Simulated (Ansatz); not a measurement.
# C4H12FNO2Zr: how energies converge with the basis set

The task here is to estimate one member of a computed series from the others.

Method: one geometry, several basis sets; program: Ansatz 0.2.0, Gaussian basis.

The runs, in order: PBE0-D4/def2-SVP; ωB97M-V/def2-SVP; PBE0-D4/def2-QZVPP; ωB97M-V/def2-QZVPP; the functionals' def2-TZVPP values are taken from earlier runs.

1 further run of the same task is left out (for a known fault of the program).

## The relaxed structure

An earlier PBE0-D4 in a triple-zeta def2 set relaxation fixed the geometry. Zr takes the def2 core potential; no spin-orbit term is included.

SMILES `CC[N](C)[Zr]([OH])([F])[O]C`, 21 atoms, charge 0, spin multiplicity 1.

Atoms are counted from 1 here; the program's logs count them from 0.

Bond lengths: C1–C2 1.517 Å, C1–H10 1.095 Å, C1–H11 1.095 Å, C1–H12 1.091 Å, C2–N3 1.445 Å, C2–H13 1.102 Å, C2–H14 1.102 Å, N3–C4 1.445 Å, N3–Zr5 2.040 Å, C4–H15 1.100 Å, C4–H16 1.100 Å, C4–H17 1.092 Å, Zr5–O6 1.933 Å, Zr5–F7 1.935 Å, Zr5–O8 1.921 Å, O6–H18 0.953 Å, O8–C9 1.387 Å, C9–H19 1.095 Å and more. Angles: C2–C1–H10 111.3°, C2–C1–H11 111.5°, C2–C1–H12 110.7°, H10–C1–H11 108.6°, H10–C1–H12 107.3°, H11–C1–H12 107.3°, C1–C2–N3 112.6°, C1–C2–H13 109.4°, C1–C2–H14 109.2°, N3–C2–H13 109.8°, N3–C2–H14 109.7°, H13–C2–H14 105.9°, C2–N3–C4 112.1°, C2–N3–Zr5 124.5°, C4–N3–Zr5 123.4°, N3–C4–H15 111.6°, N3–C4–H16 111.4°, N3–C4–H17 110.9° and more.

The first run:

Input file in.yaml:

```yaml
crystal:
  periodic: [false, false, false]
  atoms:
    - {symbol: C, position_ang: [1.645482, -0.988741, -0.891923]}
    - {symbol: C, position_ang: [0.537852, -1.782049, -0.225591]}
    - {symbol: N, position_ang: [-0.672831, -1.012087, -0.057308]}
    - {symbol: C, position_ang: [-1.718109, -1.777065, 0.583771]}
    - {symbol: Zr, position_ang: [-0.894005, 0.933834, -0.627730]}
    - {symbol: O, position_ang: [-2.720473, 1.405931, -0.205223]}
    - {symbol: F, position_ang: [-0.534247, 1.097135, -2.521569]}
    - {symbol: O, position_ang: [0.361190, 2.062745, 0.289138]}
    - {symbol: C, position_ang: [1.382341, 2.669956, 1.004912]}
    - {symbol: H, position_ang: [1.927428, -0.117223, -0.292201]}
    - {symbol: H, position_ang: [1.349054, -0.645785, -1.888185]}
    - {symbol: H, position_ang: [2.539912, -1.602225, -1.011883]}
    - {symbol: H, position_ang: [0.887887, -2.147219, 0.753603]}
    - {symbol: H, position_ang: [0.325254, -2.681311, -0.825700]}
    - {symbol: H, position_ang: [-1.414194, -2.116724, 1.584979]}
    - {symbol: H, position_ang: [-1.975295, -2.672893, -0.000039]}
    - {symbol: H, position_ang: [-2.626105, -1.180165, 0.694214]}
    - {symbol: H, position_ang: [-3.403309, 2.031142, 0.021621]}
    - {symbol: H, position_ang: [0.981605, 3.196529, 1.877959]}
    - {symbol: H, position_ang: [2.109755, 1.929266, 1.358453]}
    - {symbol: H, position_ang: [1.910809, 3.396949, 0.378693]}
basis:
  gaussian: {orbitals: def2-SVP}
hamiltonian: {xc: pbe0, dispersion: d4}
output: {orbitals: {seedname: orbitals}}
```

Run with:

```
$ ansatz run in.yaml --threads 4 --pin off --events-out ev --progress --plain --max-ram 66560MiB --backend cpu
```

Steps of the session up to this table: PBE0-D4 in def2-SVP; ωB97M-V in def2-SVP; PBE0-D4 in def2-QZVPP; ωB97M-V in def2-QZVPP.

One of the session's tables, all rows but one given; the rest of the session is left out.

It belongs to the step «Density functionals: the series». 

| functional | basis | HOMO (eV) | LUMO (eV) |
| --- | --- | --- | --- |
| PBE0-D4 | def2-SVP | -6.14 | 0.18 |
| PBE0-D4 | def2-TZVPP | -6.25 | -0.01 |
| PBE0-D4 | def2-QZVPP | -6.27 | -0.13 |
| ωB97M-V | def2-SVP | -8.39 | 1.16 |
| ωB97M-V | def2-TZVPP | ? | ? |
| ωB97M-V | def2-QZVPP | -8.53 | 0.55 |

Estimate the missing values for ωB97M-V, def2-TZVPP.

The run gave: HOMO (eV): -8.51; LUMO (eV): 0.84. In the column «HOMO (eV)» it lies between ωB97M-V, def2-QZVPP (-8.53) and ωB97M-V, def2-SVP (-8.39).
